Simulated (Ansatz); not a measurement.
**MoN4H6: the relaxed shape and its frontier levels**

Aim: characterise MoN4H6 as a singlet: its structure, frontier levels and distribution of charge.

The runs use Ansatz 0.2.0, Gaussian basis; RKS PBE0-D4/def2-TZVP.

Plan: relaxation at B3LYP-D4/def2-SVP; a search for the lowest solution at PBE0-D4/def2-SVP; a single point at PBE0-D4/def2-TZVP.

## 1. Where the work starts

11 atoms, charge 0, spin multiplicity 1.

Atoms are counted from 1 here; the program's logs count them from 0.

Bond lengths: Mo1–N2 1.712 Å, Mo1–N3 1.920 Å, Mo1–N4 1.920 Å, Mo1–N5 1.919 Å, N3–H6 1.020 Å, N3–H7 1.026 Å, N4–H8 1.025 Å, N4–H9 1.020 Å, N5–H10 1.026 Å, N5–H11 1.020 Å. Angles: N2–Mo1–N3 103.4°, N2–Mo1–N4 103.3°, N2–Mo1–N5 103.4°, N3–Mo1–N4 114.8°, N3–Mo1–N5 114.9°, N4–Mo1–N5 114.8°, Mo1–N3–H6 127.8°, Mo1–N3–H7 124.4°, H6–N3–H7 107.8°, Mo1–N4–H8 124.5°, Mo1–N4–H9 127.7°, H8–N4–H9 107.8°, Mo1–N5–H10 124.3°, Mo1–N5–H11 127.9°, H10–N5–H11 107.8°.

Geometry (Å):

```mol
H6MoN4
  3D, bonds by distance, orders not assigned

 11 10  0  0  0  0  0  0  0  0999 V2000
    0.0018    0.0020    0.2935 Mo  0  0
    0.0083    0.0178    2.0058 N   0  0
    1.8675   -0.0304   -0.1569 N   0  0
   -0.9089    1.6296   -0.1605 N   0  0
   -0.9600   -1.6036   -0.1321 N   0  0
    2.6643   -0.0347    0.4800 H   0  0
    2.2322   -0.0468   -1.1153 H   0  0
   -1.0926    1.9441   -1.1191 H   0  0
   -1.2925    2.3283    0.4762 H   0  0
   -1.1512   -1.9277   -1.0861 H   0  0
   -1.3689   -2.2785    0.5144 H   0  0
  1  2  8  0
  1  3  8  0
  1  4  8  0
  1  5  8  0
  3  6  8  0
  3  7  8  0
  4  8  8  0
  4  9  8  0
  5 10  8  0
  5 11  8  0
M  END
```

Mo takes the def2 core potential. No spin-orbit coupling is included.

The start is a GFN2-xTB geometry.

## 2. Relaxation at B3LYP-D4/def2-SVP

The input, in.yaml:

```yaml
crystal:
  periodic: [false, false, false]
  atoms:
    - {symbol: Mo, position_ang: [0.001820, 0.001970, 0.293530]}
    - {symbol: N, position_ang: [0.008330, 0.017800, 2.005780]}
    - {symbol: N, position_ang: [1.867480, -0.030380, -0.156920]}
    - {symbol: N, position_ang: [-0.908900, 1.629570, -0.160490]}
    - {symbol: N, position_ang: [-0.959970, -1.603630, -0.132070]}
    - {symbol: H, position_ang: [2.664320, -0.034660, 0.480030]}
    - {symbol: H, position_ang: [2.232190, -0.046800, -1.115280]}
    - {symbol: H, position_ang: [-1.092640, 1.944090, -1.119060]}
    - {symbol: H, position_ang: [-1.292530, 2.328260, 0.476150]}
    - {symbol: H, position_ang: [-1.151190, -1.927720, -1.086070]}
    - {symbol: H, position_ang: [-1.368910, -2.278500, 0.514400]}
basis:
  gaussian: {orbitals: def2-SVP}
hamiltonian: {xc: {name: B3LYP}, dispersion: d4}
scf: {lower_state_search: "off"}
output: {orbitals: {seedname: orbitals}}
relax: {f_tol: 0.02, max_steps: 100}
```

Launch:

```sh
$ ansatz run in.yaml --threads 2 --pin off --events-out ev --progress --plain --max-ram 4352MiB
```

After this run come: Searching for the lowest solution, PBE0-D4/def2-SVP; Single point, PBE0-D4/def2-TZVP.

Before running them: what should the planned runs give, taken together? Wanted: point group; donor atoms of the metal; HOMO, LUMO at PBE0-D4/def2-TZVP; charge on the metal; dipole at B3LYP-D4/def2-SVP.

**Answer**, as computed:

```
                                         quantity                             value
                                      point group                               C3v
                         donor atoms of the metal  N 1.63, N 1.96, N 1.96, N 1.96 Å
                  HOMO, LUMO at PBE0-D4/def2-TZVP                   -6.87, -0.77 eV
charge on the metal (Mulliken, PBE0-D4/def2-TZVP)                           +1.54 e
                      dipole at B3LYP-D4/def2-SVP                            3.90 D
```

The molecule keeps its bonding pattern by the stored test; the atoms moved 0.02 Å (rms). The metal has 4 donor atoms, from 1.63 to 1.96 Å. No usable vibrations, so a minimum isn't proven. Whether this spin is the lowest isn't tested here.
